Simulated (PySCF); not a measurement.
# C₄H₈FNSi₂: circular dichroism and optical rotation

What do calculations give for the circular dichroism and optical rotation of C₄H₈FNSi₂ (`C[C@H]1[SiH2][C@@H](F)[Si@H]1C#N`)?

Programs: PySCF 2.14.0, with routines of our own; each step states its level. All values are computed. Atoms count from 0.

## Step 1: The system as given

16 atoms, charge 0, multiplicity 1; geometry from: GFN2-xTB.

## Step 2: Circular dichroism and optical rotation: TDDFT BHandHLYP/def2-SVPD

Job settings and geometry (Å):

```
{"job": {"kind": "ecd", "xc": "BHandHLYP", "basis": "def2-SVPD", "nstates": 16}, "charge": 0, "multiplicity": 1}
C      1.769565    -0.047676    -1.000253
C      0.854858    -0.433928     0.157749
Si     0.250716     0.976252     1.336643
C     -1.477796     0.090026     1.266388
F     -2.590250     0.906957     1.110487
Si    -0.945831    -0.984913    -0.253704
C     -1.487749    -0.172067    -1.841175
N     -1.794391     0.329478    -2.823931
H      2.716842     0.340671    -0.628890
H      1.983214    -0.906330    -1.635512
H      1.307415     0.719130    -1.618039
H      1.356987    -1.216004     0.734489
H      0.875809     1.032631     2.657424
H      0.202940     2.284352     0.694062
H     -1.693665    -0.516840     2.151155
H     -1.336262    -2.392794    -0.318304
```

Method: TDDFT BHandHLYP/def2-SVPD circular dichroism and optical rotation, one conformer, gas phase.

Command:

```bash
$ OMP_NUM_THREADS=1 python excited_run.py task.json out
```

One launch serves the whole session: the jobs run in the order shown.

Standard output:

```text
coarse grid: 14704 points
cycle   1  E = -890.0486154664  dE =  8.049e-01  |g| = 5.874e-01  |ddm| = 5.191e+00
cycle   2  E = -890.0067583770  dE =  4.186e-02  |g| = 7.914e-01  |ddm| = 1.519e+00
cycle   3  E = -890.1331545439  dE = -1.264e-01  |g| = 1.203e-01  |ddm| = 8.371e-01
cycle   4  E = -890.1355174485  dE = -2.363e-03  |g| = 7.216e-02  |ddm| = 1.825e-01
cycle   5  E = -890.1365938227  dE = -1.076e-03  |g| = 9.256e-03  |ddm| = 8.209e-02
cycle   6  E = -890.1366121942  dE = -1.837e-05  |g| = 3.316e-03  |ddm| = 1.690e-02
cycle   7  E = -890.1366148757  dE = -2.682e-06  |g| = 7.034e-04  |ddm| = 5.144e-03
final grid: 134256 points
cycle   8  E = -890.2177426141  dE = -1.526e-05  |g| = 3.405e-03  |ddm| = 5.863e-02
cycle   9  E = -890.2177420666  dE =  5.475e-07  |g| = 3.934e-03  |ddm| = 9.839e-03
cycle  10  E = -890.2177452224  dE = -3.156e-06  |g| = 4.131e-04  |ddm| = 4.009e-03
cycle  11  E = -890.2177452485  dE = -2.608e-08  |g| = 2.676e-04  |ddm| = 6.343e-04
cycle  12  E = -890.2177452631  dE = -1.467e-08  |g| = 6.612e-05  |ddm| = 3.515e-04
cycle  13  E = -890.2177452642  dE = -1.029e-09  |g| = 1.218e-05  |ddm| = 9.388e-05
cycle  14  E = -890.2177452642  dE = -5.252e-11  |g| = 4.021e-06  |ddm| = 2.622e-05
converged SCF energy = -890.2177452642

Singlet excitations and rotatory strengths (1e-40 esu^2 cm^2)
state   eV       nm     f(len)   f(vel)    R(len)    R(vel)   main configurations
  1   6.2743   197.6  0.02148  0.02176   -26.901   -27.061   H-1->L 0.42, H->L 0.34, H->L+1 0.09
  2   6.5017   190.7  0.04321  0.04517    47.005    47.607   H-1->L 0.45, H->L 0.20, H->L+1 0.15
  3   6.7535   183.6  0.09301  0.10053   -27.982   -28.578   H->L+1 0.40, H->L 0.35
  4   6.9477   178.5  0.01060  0.01146   -13.867   -13.146   H-2->L 0.41, H-2->L+1 0.11, H-1->L+1 0.09
  5   7.0398   176.1  0.00431  0.00458    17.658    17.276   H-2->L 0.31, H->L+2 0.13, H-3->L 0.12
  6   7.1416   173.6  0.01093  0.01231    -8.480    -9.262   H-1->L+1 0.54, H-1->L+2 0.11
  7   7.2158   171.8  0.00579  0.00594     5.170     5.066   H->L+2 0.20, H-3->L 0.16, H-2->L+1 0.15
  8   7.4104   167.3  0.00899  0.01034     8.624     9.012   H-2->L+1 0.27, H->L+2 0.17, H-2->L+2 0.15
  9   7.4734   165.9  0.04565  0.04918   -15.550   -15.442   H-1->L+2 0.23, H-5->L 0.13, H-2->L 0.10
 10   7.6100   162.9  0.00586  0.00670    -1.240    -1.182   H-5->L+1 0.20, H-2->L+2 0.16, H->L+1 0.11
 11   7.6931   161.2  0.00353  0.00378     0.189     0.462   H-1->L+2 0.48, H-1->L+1 0.22
 12   7.9085   156.8  0.00664  0.00816     0.822     0.840   H-2->L+2 0.48, H-2->L+1 0.26, H-5->L+1 0.08
 13   8.2198   150.8  0.00792  0.00863     6.433     6.687   H->L+3 0.56, H->L+4 0.21
 14   8.2522   150.2  0.01051  0.00965    11.172    11.685   H-6->L 0.21, H-1->L+3 0.14, H-1->L+4 0.12
 15   8.3726   148.1  0.00656  0.00714   -11.954   -12.033   H->L+4 0.34, H-1->L+3 0.10
 16   8.4047   147.5  0.01685  0.01780    -2.485    -2.275   H->L+4 0.28, H-1->L+3 0.17, H->L+3 0.13

Specific rotation (deg / (dm g/mL))
    nm     length   length(OI)   velocity    alpha(len)  alpha(vel)
  633.0     -19.44     -21.80     -20.13       99.514    100.646
  589.3     -23.16     -25.92     -23.97       99.913    101.056
  546.0     -28.10     -31.36     -29.05      100.414    101.570
  436.0     -52.13     -57.57     -53.71      102.509    103.722
  405.0     -65.24     -71.73     -67.13      103.473    104.713
  365.0     -91.91    -100.30     -94.34      105.169    106.456
  355.0    -101.37    -110.36    -103.97      105.704    107.006
```

Run time: 3.1 min. Hardware: 1 thread of Arm Neoverse V1, shared host; peak memory 1 GiB.

The fields below are evaluated on a grid from the run's orbitals.

Frontier orbitals at BHandHLYP/def2-SVPD, with the share of their density that lies nearest to each atom:

```csv
orbital,energy (eV),lies on
HOMO,-9.34,C3 29 %; F4 13 %; C1 13 %
LUMO,-0.32,Si5 15 %; H15 12 %; C6 12 %
```

ELF in a plane through or near 4 of the atoms.

Values, 10 rows by 14 columns:
```
0.00 0.00 0.00 0.00 0.00 0.00 0.00 0.00 0.00 0.00 0.00 0.00 0.00 0.00
0.00 0.00 0.00 0.00 0.00 0.00 0.05 0.06 0.01 0.00 0.00 0.00 0.00 0.00
0.00 0.00 0.00 0.00 0.00 0.18 0.45 0.58 0.34 0.04 0.00 0.00 0.00 0.00
0.00 0.00 0.00 0.01 0.00 0.05 0.72 0.92 0.77 0.06 0.00 0.00 0.00 0.00
0.00 0.00 0.13 0.67 0.49 0.12 0.26 0.17 0.48 0.68 0.23 0.40 0.04 0.00
0.00 0.00 0.05 0.42 0.39 0.74 0.55 0.62 0.65 0.34 0.44 0.07 0.01 0.00
0.00 0.00 0.46 0.99 0.98 0.12 0.82 0.20 0.11 0.70 0.18 0.02 0.00 0.00
0.00 0.00 0.00 0.12 0.07 0.00 0.12 0.94 1.00 0.93 0.03 0.00 0.00 0.00
0.00 0.00 0.00 0.00 0.00 0.00 0.05 0.80 0.99 0.79 0.00 0.00 0.00 0.00
0.00 0.00 0.00 0.00 0.00 0.00 0.00 0.00 0.00 0.00 0.00 0.00 0.00 0.00
```
The map spans 10.8 Å across and 11.3 Å up, centred on the molecule. Atoms in the plane (x, y in Å): C0 (-2.0, -0.2), C3 (1.9, -0.1), H8 (-2.5, -1.2), H12 (0.9, -2.8).

On the surface of density 0.002 e/bohr³ the electrostatic potential runs, from the 1st to the 99th percentile, from -1.69 V near N7 to 1.88 V near H14.

## Step 3: Results

| quantity | value |
| --- | --- |
| state of largest rotatory strength (velocity form) among 16 (step 2, TDDFT BHandHLYP/def2-SVPD) | 6.50 eV, R = +47.6 (velocity), +47.0 (length) ·10⁻⁴⁰ esu² cm² |
| specific rotation at 633.0 nm (step 2, TDDFT BHandHLYP/def2-SVPD) | -20.1 (velocity), -19.4 (length) |
| surface potential, 1st and 99th percentile | -1.69 V and 1.88 V |

Rotations belong to one conformer. By nearest atom (BHandHLYP/def2-SVPD), the HOMO sits on C3 29 %; F4 13 % and the LUMO on Si5 15 %; H15 12 %.
